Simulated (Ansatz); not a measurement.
# SnH₂ + CH₄: a complex and its separated parts

Aim: how far the complex at one end of a reaction step lies below its separated, relaxed parts, level by level.

Method: PBE0-D4/def2-TZVP structures, single points in def2-TZVPP, no counterpoise correction; program: Ansatz 0.2.0, Gaussian basis.

Levels: SPW92, PBE-D4, BLYP-D4, r2SCAN-D4, B97M-V, PBE0-D4, B3LYP-D4, r2SCAN0-D4, BHLYP-D4, CAM-B3LYP-D4, wB97X-V, wB97M-V, B2PLYP, PBE-QIDH, RPA on PBE, Hartree-Fock, MP2, CCSD, CCSD(T).

Correlated methods freeze the cores. Filled d shells of the heavier atoms are correlated. Core potentials replace the inner electrons past krypton, and spin-orbit coupling is left out. B3LYP uses VWN-RPA correlation. B2PLYP carries no dispersion term here.

21 further runs of the same task are left out: 21 set aside as unsound or not needed.

**1. Starting geometry**

The complex: 8 atoms, charge 0, spin multiplicity 1.

Atoms are counted from 1 here; the program's logs count them from 0.

Bond lengths: Sn1–H5 1.773 Å, Sn1–H6 1.773 Å, H2–C3 1.098 Å, C3–H4 1.091 Å, C3–H7 1.089 Å, C3–H8 1.089 Å. Angles: H5–Sn1–H6 90.5°, H2–C3–H4 106.0°, H2–C3–H7 111.1°, H2–C3–H8 111.2°, H4–C3–H7 109.0°, H4–C3–H8 109.0°, H7–C3–H8 110.4°.

As a file:

```xyz
8
charge 0, multiplicity 1
Sn   -0.6952    1.8294    0.4255
H    -0.2184   -0.6690    0.0535
C     0.7810   -0.7623   -0.3916
H     0.9463   -1.8305   -0.5367
H    -2.0975    1.1096   -0.3873
H    -1.0928    0.9558    1.9167
H     1.5470   -0.3719    0.2774
H     0.8296   -0.2610   -1.3575
```

Its parts: SnH₂ holds atoms 1, 5, 6; CH₄ holds atoms 2, 3, 4, 7, 8. Each part counts its atoms afresh in its own runs.

**2. Relaxing SnH₂ alone**

The input, relax-a/in.yaml:

```yaml
crystal:
  periodic: [false, false, false]
  atoms:
    - {symbol: Sn, position_ang: [-0.695238, 1.829364, 0.425488]}
    - {symbol: H, position_ang: [-2.097499, 1.109610, -0.387255]}
    - {symbol: H, position_ang: [-1.092756, 0.955779, 1.916732]}
basis:
  gaussian: {orbitals: def2-TZVP}
hamiltonian: {xc: pbe0, dispersion: d4}
relax: {f_tol: 0.005, max_steps: 200}
```

The command line of these runs was not kept.

Output (excerpt; [...] marks lines left out):

```text
Functional definition: PBE0
  name "PBE0"
  cite "Adamo & Barone, J. Chem. Phys. 110, 6158 (1999) doi:10.1063/1.478522"
  cite "Perdew, Burke & Ernzerhof, Phys. Rev. Lett. 77, 3865 (1996) doi:10.1103/PhysRevLett.77.3865"
  parent pbe
[...]
549 factors; their error is unknown
[...]
mean field -5862.91355315 eV, -215.4580990528 hartree, gradient 7.2e-5 eV, S^2 0.000000; 0 other end points of the search recorded, 0 dependent functions left out
[...]
reference -5862.91358242 eV, -215.4581001286 hartree; 12, 12 occupied and 50, 50 virtual orbitals, 549 factors
relax step   1: F+E_penalty+E_count = -5862.93700156 eV  Δ(F+E_penalty+E_count) = +0.000e0 eV  max|allowed force component| = 1.410e-2 eV/Å  Δτ_max = 0.0000 Å  (24 SCF iters, accepted)
[...]
relax step   2: F+E_penalty+E_count = -5862.93700590 eV  Δ(F+E_penalty+E_count) = -4.336e-6 eV  max|allowed force component| = 1.161e-2 eV/Å  Δτ_max = 0.0019 Å  (30 SCF iters, accepted)
[...]
relax step   3: F+E_penalty+E_count = -5862.93701690 eV  Δ(F+E_penalty+E_count) = -1.101e-5 eV  max|allowed force component| = 4.532e-4 eV/Å  Δτ_max = 0.0011 Å  (30 SCF iters, accepted)
549 factors; their error is unknown
[...]
mean field -5862.91356938 eV, -215.4580996490 hartree, gradient 5.2e-6 eV, S^2 0.000000; 1 other end points of the search recorded, 0 dependent functions left out
[...]
reference -5862.91359865 eV, -215.4581007248 hartree; 12, 12 occupied and 50, 50 virtual orbitals, 549 factors
Total energy: -5862.93704618 eV, -215.4589624056 hartree
Atom 0 at    -0.695834     1.828834     0.425718 Å, force     0.000063     0.000057    -0.000026 eV/Å
Atom 1 at    -2.097032     1.109847    -0.386977 Å, force    -0.000223     0.000002    -0.000427 eV/Å
Atom 2 at    -1.092627     0.956071     1.916224 Å, force     0.000160    -0.000058     0.000453 eV/Å
Dipole moment:     0.108133     0.095730    -0.040764 e Å
```

Wall time 1.9 s (2 threads, shared host).

The steps of the relaxation:

```
step  energy from step 1 (eV)  largest force component (eV/Å)
   1                   0.0000                          0.0141
   2                   0.0000                          0.0116
   3                   0.0000                          0.0005
```

Distances of close pairs at the start and the end, largest changes first:

| bond | before (Å) | after (Å) | change (Å) |
| --- | --- | --- | --- |
| Sn1–H3 | 1.773 | 1.772 | -0.001 |
| Sn1–H2 | 1.773 | 1.772 | -0.001 |

**3. Relaxing CH₄ alone**

The input, relax-b/in.yaml:

```yaml
crystal:
  periodic: [false, false, false]
  atoms:
    - {symbol: H, position_ang: [-0.218385, -0.669026, 0.053452]}
    - {symbol: C, position_ang: [0.780982, -0.762279, -0.391569]}
    - {symbol: H, position_ang: [0.946286, -1.830481, -0.536720]}
    - {symbol: H, position_ang: [1.547010, -0.371896, 0.277412]}
    - {symbol: H, position_ang: [0.829599, -0.260970, -1.357542]}
basis:
  gaussian: {orbitals: def2-TZVP}
hamiltonian: {xc: pbe0, dispersion: d4}
relax: {f_tol: 0.005, max_steps: 200}
```

Output (excerpt; [...] marks lines left out):

```text
[... 5 set-up lines as earlier in the session ...]
[...]
356 factors; their error is unknown
[...]
mean field -1101.34550421 eV, -40.4737007608 hartree, gradient 1.2e-5 eV, S^2 0.000000; 0 other end points of the search recorded, 0 dependent functions left out
[...]
reference -1101.34552461 eV, -40.4737015106 hartree; 5, 5 occupied and 50, 50 virtual orbitals, 356 factors
relax step   1: F+E_penalty+E_count = -1101.36460040 eV  Δ(F+E_penalty+E_count) = +0.000e0 eV  max|allowed force component| = 3.626e-1 eV/Å  Δτ_max = 0.0000 Å  (20 SCF iters, accepted)
[...]
356 factors; their error is unknown
[...]
mean field -1101.35638475 eV, -40.4741006134 hartree, gradient 2.2e-5 eV, S^2 0.000000; 1 other end points of the search recorded, 0 dependent functions left out
[...]
reference -1101.35640511 eV, -40.4741013617 hartree; 5, 5 occupied and 50, 50 virtual orbitals, 356 factors
Total energy: -1101.37549511 eV, -40.4748029060 hartree
Atom 0 at    -0.209437    -0.643253     0.051187 Å, force    -0.001982     0.000703     0.000916 eV/Å
Atom 1 at     0.777115    -0.778900    -0.390999 Å, force    -0.001050    -0.000782     0.000405 eV/Å
Atom 2 at     0.963101    -1.841412    -0.544769 Å, force     0.000773    -0.002883    -0.000535 eV/Å
Atom 3 at     1.534194    -0.370752     0.277877 Å, force     0.002131     0.001327     0.001886 eV/Å
Atom 4 at     0.820519    -0.260335    -1.348263 Å, force     0.000128     0.001635    -0.002672 eV/Å
Dipole moment:    -0.000002    -0.000009     0.000000 e Å
```

Wall time 1.1 s (2 threads, shared host).

The steps of the relaxation:

| step | energy from step 1 (eV) | largest force component (eV/Å) |
| --- | --- | --- |
| 1 | 0.0000 | 0.3626 |
| 2 | -0.0101 | 0.1588 |
| 3 | -0.0109 | 0.0029 |

Close pairs (by a distance rule), those that changed most:

```csv
bond,before (Å),after (Å),change (Å)
H1–C2,1.098,1.090,-0.008
C2–H3,1.091,1.090,-0.001
C2–H4,1.089,1.090,+0.000
C2–H5,1.089,1.090,+0.000
```

**4. wB97M-V/def2-TZVPP**

The input, parta/in.yaml:

```yaml
crystal:
  periodic: [false, false, false]
  atoms:
    - {symbol: Sn, position_ang: [-0.695834, 1.828834, 0.425718]}
    - {symbol: H, position_ang: [-2.097032, 1.109847, -0.386977]}
    - {symbol: H, position_ang: [-1.092627, 0.956071, 1.916224]}
basis:
  gaussian: {orbitals: def2-TZVPP}
hamiltonian: {xc: {name: wB97M-V}}
```

The input, partb/in.yaml:

```yaml
crystal:
  periodic: [false, false, false]
  atoms:
    - {symbol: H, position_ang: [-0.209437, -0.643253, 0.051187]}
    - {symbol: C, position_ang: [0.777115, -0.778900, -0.390999]}
    - {symbol: H, position_ang: [0.963101, -1.841412, -0.544769]}
    - {symbol: H, position_ang: [1.534194, -0.370752, 0.277877]}
    - {symbol: H, position_ang: [0.820519, -0.260335, -1.348263]}
basis:
  gaussian: {orbitals: def2-TZVPP}
hamiltonian: {xc: {name: wB97M-V}}
```

parta printed (excerpt; [...] marks lines left out):

```text
Functional definition: wB97M-V
  name "wB97M-V"
  cite "Mardirossian & Head-Gordon, J. Chem. Phys. 144, 214110 (2016) doi:10.1063/1.4952647"
  cite "Becke, J. Chem. Phys. 107, 8554 (1997) doi:10.1063/1.475007"
  cite "Vydrov & Van Voorhis, J. Chem. Phys. 133, 244103 (2010) doi:10.1063/1.3521275"
  # Of w^i u^j: cxij and so on, Table III.
[...]
  gx(w, u) = 1 - cx + cx01*u + cx10*w
  gss(w, u) = css00 + css04*u^4 + css10*w + css20*w^2 + css43*w^4*u^3
  gos(w, u) = cos00 + cos10*w + (cos20 + cos21*u)*w^2 + (cos60 + cos61*u)*w^6
[...]
      + integral(e_c_pw_mod_opposite_spin*gos(b97_w_opposite, b97_u_opposite)) + vv10(b, c)
550 factors; their error is unknown
129 factors; integrals over basis functions are off by at most 2.0e-5 eV
[...]
mean field -5861.32351226 eV, -215.3996661278 hartree, gradient 3.1e-5 eV, S^2 0.000000; 0 other end points of the search recorded, 0 dependent functions left out
reference -5861.32355802 eV, -215.3996678094 hartree; 12, 12 occupied and 66, 66 virtual orbitals, 550 factors
Total energy: -5861.32355802 eV, -215.3996678094 hartree
```

Log of partb (excerpt; [...] marks lines left out):

```text
[... 5 set-up lines as earlier in the session ...]
  # Of w^i u^j: cxij and so on, Table III.
[...]
  gx(w, u) = 1 - cx + cx01*u + cx10*w
  gss(w, u) = css00 + css04*u^4 + css10*w + css20*w^2 + css43*w^4*u^3
  gos(w, u) = cos00 + cos10*w + (cos20 + cos21*u)*w^2 + (cos60 + cos61*u)*w^6
[...]
      + integral(e_c_pw_mod_opposite_spin*gos(b97_w_opposite, b97_u_opposite)) + vv10(b, c)
416 factors; their error is unknown
123 factors; integrals over basis functions are off by at most 1.3e-5 eV
[...]
mean field -1101.86520444 eV, -40.4927993920 hartree, gradient 1.9e-5 eV, S^2 0.000000; 0 other end points of the search recorded, 0 dependent functions left out
reference -1101.86523698 eV, -40.4928005880 hartree; 5, 5 occupied and 82, 82 virtual orbitals, 416 factors
Total energy: -1101.86523698 eV, -40.4928005880 hartree
```

They took 1.7 s (parta), 1.2 s (partb) on 2 threads, shared host; peak memory 0.14 GiB.

**5. CCSD(T)/def2-TZVPP**

The same edit goes into each in.yaml of step 4 (parta, partb):

```diff
-hamiltonian: {xc: {name: wB97M-V}}
+correlation: {method: ccsd_t}
```

parta printed (excerpt; [...] marks lines left out):

```text
Functional definition: HF
  name "HF"
  cite "Fock, Z. Phys. 61, 126 (1930) doi:10.1007/BF01340294"
[... 1 set-up line as earlier in the session ...]
[...]
624 factors; integrals over basis functions are off by at most 6.8e-4 eV
[...]
mean field -5836.18104992 eV, -214.4756976790 hartree, gradient 7.6e-7 eV, S^2 0.000000; 0 other end points of the search recorded, 0 dependent functions left out; unrestricted orbitals would lower it
4 core orbitals not correlated: weight in the atoms' cores, before any rotation towards them, 1.000 or more for the frozen orbitals, at most 0.000 for the correlated occupied ones
reference -5836.18104992 eV, -214.4756976790 hartree; 8, 8 occupied and 66, 66 virtual orbitals, 624 factors
second order -8.63671904 eV of doubles, -0.00000000 eV of singles
cycle   1  -8.57327662 eV  change    6.3e-2 eV  update   7.7e-2
[...]
cycle   8  -8.87719158 eV  change   -1.2e-5 eV  update   1.9e-5
perturbative correction -0.22066391 eV, -0.0081092490 hartree
Total energy: -5845.27890540 eV, -214.8100377012 hartree
```

Output in partb (excerpt; [...] marks lines left out):

```text
[... 4 set-up lines as earlier in the session ...]
[...]
482 factors; integrals over basis functions are off by at most 1.1e-3 eV
[...]
mean field -1094.28765820 eV, -40.2143297040 hartree, gradient 9.6e-7 eV, S^2 0.000000; 0 other end points of the search recorded, 0 dependent functions left out
1 core orbitals not correlated: weight in the atoms' cores, before any rotation towards them, 1.000 or more for the frozen orbitals, at most 0.000 for the correlated occupied ones
reference -1094.28765820 eV, -40.2143297040 hartree; 4, 4 occupied and 82, 82 virtual orbitals, 482 factors
second order -5.38048872 eV of doubles, -0.00000000 eV of singles
cycle   1  -5.77364308 eV  change   -3.9e-1 eV  update   4.2e-2
[...]
cycle   8  -5.93351221 eV  change   -3.8e-7 eV  update   1.3e-6
perturbative correction -0.16936960 eV, -0.0062242180 hartree
Total energy: -1100.39054001 eV, -40.4386064738 hartree
```

They took 0.95 s (parta), 0.55 s (partb) on 2 threads, shared host; peak memory 0.19 GiB.

**6. CCSD(T)/def2-QZVPP**

The same edit goes into each in.yaml of step 5 (parta, partb):

```diff
-  gaussian: {orbitals: def2-TZVPP}
+  gaussian: {orbitals: "def2-QZVPP.json"}
```

The basis file named in the input lies beside it (Basis Set Exchange, JSON).

Output in parta (excerpt; [...] marks lines left out):

```text
[... 4 set-up lines as earlier in the session ...]
[...]
870 factors; integrals over basis functions are off by at most 8.0e-4 eV
[...]
mean field -5836.22445801 eV, -214.4772928969 hartree, gradient 8.9e-7 eV, S^2 0.000000; 0 other end points of the search recorded, 0 dependent functions left out; unrestricted orbitals would lower it
4 core orbitals not correlated: weight in the atoms' cores, before any rotation towards them, 1.000 or more for the frozen orbitals, at most 0.000 for the correlated occupied ones
reference -5836.22445801 eV, -214.4772928969 hartree; 8, 8 occupied and 130, 130 virtual orbitals, 870 factors
second order -14.37978326 eV of doubles, -0.00000000 eV of singles
cycle   1  -13.46358845 eV  change    9.2e-1 eV  update   8.3e-2
[...]
cycle   9  -13.85417535 eV  change   -5.0e-6 eV  update   6.8e-6
perturbative correction -0.33453097 eV, -0.0122937865 hartree
Total energy: -5850.41316433 eV, -214.9987182367 hartree
```

Output in partb (excerpt; [...] marks lines left out):

```text
[... 4 set-up lines as earlier in the session ...]
[...]
1028 factors; integrals over basis functions are off by at most 8.1e-4 eV
[...]
mean field -1094.35045950 eV, -40.2166376093 hartree, gradient 1.4e-6 eV, S^2 0.000000; 0 other end points of the search recorded, 0 dependent functions left out
1 core orbitals not correlated: weight in the atoms' cores, before any rotation towards them, 1.000 or more for the frozen orbitals, at most 0.000 for the correlated occupied ones
reference -1094.35045950 eV, -40.2166376093 hartree; 4, 4 occupied and 172, 172 virtual orbitals, 1028 factors
second order -5.70609718 eV of doubles, -0.00000000 eV of singles
cycle   1  -6.02330443 eV  change   -3.2e-1 eV  update   4.3e-2
[...]
cycle   8  -6.19022659 eV  change   -4.1e-6 eV  update   1.8e-6
perturbative correction -0.18805246 eV, -0.0069108006 hartree
Total energy: -1100.72873856 eV, -40.4510350412 hartree
```

They took 3.7 s (parta), 5.5 s (partb) on 2 threads, shared host; peak memory 1.1 GiB.

**7. Vibrations of SnH₂**

The input, vib-parta/in.yaml:

```yaml
crystal:
  periodic: [false, false, false]
  atoms:
    - {symbol: Sn, position_ang: [-0.695834, 1.828834, 0.425718]}
    - {symbol: H, position_ang: [-2.097032, 1.109847, -0.386977]}
    - {symbol: H, position_ang: [-1.092627, 0.956071, 1.916224]}
basis:
  gaussian: {orbitals: def2-TZVP}
hamiltonian: {xc: pbe0, dispersion: d4}
phonons: {temperatures: {t_min: 298.15, t_max: 900, t_step: 200}}
```

Output (excerpt; [...] marks lines left out):

```text
[... 5 set-up lines as earlier in the session ...]
[...]
549 factors; their error is unknown
[...]
mean field -5862.91356938 eV, -215.4580996490 hartree, gradient 7.2e-5 eV, S^2 0.000000; 0 other end points of the search recorded, 0 dependent functions left out
[...]
reference -5862.91359865 eV, -215.4581007248 hartree; 12, 12 occupied and 50, 50 virtual orbitals, 549 factors
[...]
549 factors; their error is unknown
[...]
mean field -5862.91354346 eV, -215.4580986967 hartree, gradient 1.3e-6 eV, S^2 0.000000; 0 other end points of the search recorded, 0 dependent functions left out
[...]
reference -5862.91357273 eV, -215.4580997724 hartree; 12, 12 occupied and 50, 50 virtual orbitals, 549 factors
[...]
mean field -5862.91356286 eV, -215.4580994097 hartree, gradient 1.3e-6 eV, S^2 0.000000; 0 other end points of the search recorded, 0 dependent functions left out
[...]
reference -5862.91359214 eV, -215.4581004855 hartree; 12, 12 occupied and 50, 50 virtual orbitals, 549 factors
[...]
549 factors; their error is unknown
mean field -5862.91356487 eV, -215.4580994836 hartree, gradient 1.3e-6 eV, S^2 0.000000; 0 other end points of the search recorded, 0 dependent functions left out
[...]
reference -5862.91359415 eV, -215.4581005593 hartree; 12, 12 occupied and 50, 50 virtual orbitals, 549 factors
Total energy: -5862.93704618 eV, -215.4589624056 hartree
Atom 0 at    -0.695834     1.828834     0.425718 Å, force     0.000065     0.000057    -0.000024 eV/Å
Atom 1 at    -2.097032     1.109847    -0.386977 Å, force    -0.000224     0.000001    -0.000427 eV/Å
Atom 2 at    -1.092627     0.956071     1.916224 Å, force     0.000159    -0.000058     0.000451 eV/Å
Dipole moment:     0.108133     0.095730    -0.040764 e Å
Vibrations: 790.37 1733.42 1736.31 cm⁻¹, zero-point energy 0.264093 eV
```

It took 2.4 s on 2 threads, shared host.

The modes, with what each moves most:

| mode | wavenumber (cm⁻¹) | character |
| --- | --- | --- |
| 1 | 790 | bend |
| 2 | 1733 | Sn–H stretch |
| 3 | 1736 | Sn–H stretch |

Vibrational sums (real modes only):

```csv
T (K),entropy (J/mol/K),heat capacity (J/mol/K)
298,0.9,3.1
498,3.7,8.3
698,7.3,13.0
898,11.0,16.4
```

**8. Vibrations of CH₄**

The input, vib-partb/in.yaml:

```yaml
crystal:
  periodic: [false, false, false]
  atoms:
    - {symbol: H, position_ang: [-0.209437, -0.643253, 0.051187]}
    - {symbol: C, position_ang: [0.777115, -0.778900, -0.390999]}
    - {symbol: H, position_ang: [0.963101, -1.841412, -0.544769]}
    - {symbol: H, position_ang: [1.534194, -0.370752, 0.277877]}
    - {symbol: H, position_ang: [0.820519, -0.260335, -1.348263]}
basis:
  gaussian: {orbitals: def2-TZVP}
hamiltonian: {xc: pbe0, dispersion: d4}
phonons: {temperatures: {t_min: 298.15, t_max: 900, t_step: 200}}
```

Output (excerpt; [...] marks lines left out):

```text
[... 5 set-up lines as earlier in the session ...]
[...]
356 factors; their error is unknown
[...]
mean field -1101.35639220 eV, -40.4741008870 hartree, gradient 1.6e-5 eV, S^2 0.000000; 0 other end points of the search recorded, 0 dependent functions left out
[...]
reference -1101.35641210 eV, -40.4741016184 hartree; 5, 5 occupied and 50, 50 virtual orbitals, 356 factors
[... from here to the last solve, the lines of the solves are left out (17 solves) ...]
356 factors; their error is unknown
mean field -1101.35634001 eV, -40.4740989692 hartree, gradient 1.4e-6 eV, S^2 0.000000; 0 other end points of the search recorded, 0 dependent functions left out
[...]
reference -1101.35635991 eV, -40.4740997004 hartree; 5, 5 occupied and 50, 50 virtual orbitals, 356 factors
Total energy: -1101.37550209 eV, -40.4748031627 hartree
Atom 0 at    -0.209437    -0.643253     0.051187 Å, force    -0.001950     0.000710     0.000904 eV/Å
Atom 1 at     0.777115    -0.778900    -0.390999 Å, force    -0.001054    -0.000787     0.000409 eV/Å
Atom 2 at     0.963101    -1.841412    -0.544769 Å, force     0.000774    -0.002874    -0.000535 eV/Å
Atom 3 at     1.534194    -0.370752     0.277877 Å, force     0.002114     0.001321     0.001888 eV/Å
Atom 4 at     0.820519    -0.260335    -1.348263 Å, force     0.000116     0.001630    -0.002666 eV/Å
Dipole moment:    -0.000001    -0.000011    -0.000000 e Å
Vibrations: 1326.19 1326.25 1326.27 1550.99 1551.01 3047.62 3168.44 3168.59 3168.65 cm⁻¹, zero-point energy 1.217153 eV
```

It took 3.4 s on 2 threads, shared host.

The modes, with what each moves most:

| mode | wavenumber (cm⁻¹) | character |
| --- | --- | --- |
| 1 | 1326 | bend |
| 2 | 1326 | bend |
| 3 | 1326 | bend |
| 4 | 1551 | bend |
| 5 | 1551 | bend |
| 6 | 3048 | C–H stretch |
| 7 | 3168 | C–H stretch |
| 8 | 3169 | C–H stretch |
| 9 | 3169 | C–H stretch |

Vibrational sums (real modes only):

```
T (K)  entropy (J/mol/K)  heat capacity (J/mol/K)
  298                0.4                      2.2
  498                3.7                     12.5
  698                9.8                     23.6
  898               16.9                     33.1
```

**9. Complex less separated parts**

The complex's own energies come from single points at the same levels. Levels not printed above were run the same way.

Rows are in def2-TZVPP; times add the 3 runs of a level on a shared host, so small differences are noise.

Differences are taken before rounding.

```csv
method,rung,complex less parts (kJ/mol),from CCSD(T) (kJ/mol),time
SPW92,LDA,-28.4,-18.0,1.3 s
PBE-D4,GGA,-16.1,-5.6,2 s
BLYP-D4,GGA,-12.6,-2.1,2.1 s
r2SCAN-D4,meta-GGA,-15.4,-4.9,4.7 s
B97M-V,meta-GGA,-13.1,-2.6,10 s
PBE0-D4,hybrid,-14.2,-3.7,2.8 s
B3LYP-D4,hybrid,-11.9,-1.5,2.7 s
r2SCAN0-D4,hybrid,-14.2,-3.8,5.2 s
BHLYP-D4,hybrid,-11.4,-0.9,2.4 s
CAM-B3LYP-D4,range-separated hybrid,-11.1,-0.6,3 s
wB97X-V,range-separated hybrid,-11.4,-0.9,8.6 s
wB97M-V,range-separated hybrid,-12.6,-2.2,9.9 s
B2PLYP,double hybrid,-5.8,+4.6,5 s
PBE-QIDH,double hybrid,-10.8,-0.4,5.1 s
RPA on PBE,RPA,-6.2,+4.3,5 s
Hartree-Fock,wavefunction,7.4,+17.8,
MP2,wavefunction,-12.8,-2.4,
CCSD,wavefunction,-8.0,+2.5,
CCSD(T),wavefunction,-10.5,0,37 s
```

Among the levels timed on like hardware and quicker than the yardstick, those that no quicker one beats, quickest first: SPW92 (1.3 s, -18.0 kJ/mol); PBE-D4 (2 s, -5.6 kJ/mol); BLYP-D4 (2.1 s, -2.1 kJ/mol); BHLYP-D4 (2.4 s, -0.9 kJ/mol); CAM-B3LYP-D4 (3 s, -0.6 kJ/mol); PBE-QIDH (5.1 s, -0.4 kJ/mol).

PBE-QIDH reaches 0.4 kJ/mol from the reference in 5.1 s, where CCSD(T) took 37 s; the quickest level in the cost chart, SPW92, takes 1.3 s and misses by 18.0 kJ/mol.

The complex's zero-point energy, from a separate PBE0-D4 run, is 1.535 eV.

**10. Summary of results**

| quantity | value |
| --- | --- |
| complex less parts, CCSD(T)/def2-TZVPP | -10.5 kJ/mol |
| with zero-point energy | -5.2 kJ/mol |
| largest T1 diagnostic | 0.015 |

What this shows: At CCSD(T) the complex lies 10.5 kJ/mol below its parts. PBE-QIDH is the best functional here (-0.4 kJ/mol from CCSD(T)); SPW92 is the worst (-18.0 kJ/mol). By rung, the mean size of the error is: LDA 18.0, GGA 3.9, meta-GGA 3.8, hybrid 2.5, range-separated hybrid 1.2, double hybrid 2.5 kJ/mol. PBE-D4 gives a relative energy 5.6 kJ/mol too low, an error of 54 % of the reference. The complex's frequency run has imaginary modes: the structure is no minimum, so both the energy and the zero-point correction are in doubt. No counterpoise was applied, and triple zeta lacks some correlation, so the CCSD(T) reference has a basis error of its own, and close matches with it are partly luck. The restricted Hartree–Fock reference is unstable towards an unrestricted one at one or more of these structures.
